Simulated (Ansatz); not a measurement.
# CH5AlCl2O: the cost of one run

Program: Ansatz 0.2.0. Level of theory: RKS B3LYP-D4/def2-SVP. These are calculated values, not measurements.

## 1. The structure to begin with

Bond lengths: Al1–O2 2.177 Å, O2–C3 1.394 Å, Al1–Cl4 2.019 Å, Al1–Cl5 2.018 Å, C3–H8 1.095 Å, C3–H9 1.095 Å, C3–H10 1.092 Å. Angles: Al1–O2–C3 161.0°, O2–Al1–Cl4 111.2°, O2–Al1–Cl5 110.5°, Cl4–Al1–Cl5 133.5°, O2–C3–H8 110.6°, O2–C3–H9 109.4°, O2–C3–H10 110.0°, H8–C3–H9 109.2°, H8–C3–H10 109.0°, H9–C3–H10 108.6°.

Structure file:

```xyz
10

Al   -0.0134    1.4832    1.0784
O     0.0236   -0.3035   -0.1640
C    -0.3400   -1.5277   -0.7228
Cl   -1.5367    2.7028    0.5604
Cl    0.9870    1.1644    2.8023
H     0.8654    0.5937   -0.5219
H     1.3125    1.4645   -0.4216
H    -0.9866   -1.3774   -1.5942
H     0.5608   -2.0686   -1.0312
H    -0.8727   -2.1314    0.0146
```

## 2. Pulling towards end A

Springs on the bonds that form and break draw the guess towards this end; the thresholds are loose.

input.yaml reads:

```yaml
crystal:
  periodic: [false, false, false]
  atoms:
    - { symbol: Al, position_ang: [-0.0134, 1.4832, 1.0784] }
    - { symbol: O, position_ang: [0.0236, -0.3035, -0.164] }
    - { symbol: C, position_ang: [-0.34, -1.5277, -0.7228] }
    - { symbol: Cl, position_ang: [-1.5367, 2.7028, 0.5604] }
    - { symbol: Cl, position_ang: [0.987, 1.1644, 2.8023] }
    - { symbol: H, position_ang: [0.8654, 0.5937, -0.5219] }
    - { symbol: H, position_ang: [1.3125, 1.4645, -0.4216] }
    - { symbol: H, position_ang: [-0.9866, -1.3774, -1.5942] }
    - { symbol: H, position_ang: [0.5608, -2.0686, -1.0312] }
    - { symbol: H, position_ang: [-0.8727, -2.1314, 0.0146] }
basis:
  gaussian: { orbitals: def2-SVP }
hamiltonian:
  xc: b3lyp
  dispersion: d4
relax:
  f_tol: 0.15
  max_steps: 25
  restrain:
    - { distance: [0, 6], at: 2.82, k: 30.0 }
    - { distance: [5, 1], at: 2.27, k: 30.0 }
    - { distance: [0, 1], at: 1.87, k: 30.0 }
    - { distance: [5, 6], at: 0.62, k: 30.0 }
```

Started as:

```sh
> ansatz run input.yaml --threads 2 --pin off --max-ram 3072MiB --backend cpu --events-out ev --progress --plain --runs-dir out
```

**Question.** How long does this run take on 2 threads of AMD EPYC 9R14 (Zen 4), shared host, and how much memory does it need?

About 28 s, with a peak of 0.26 GiB.
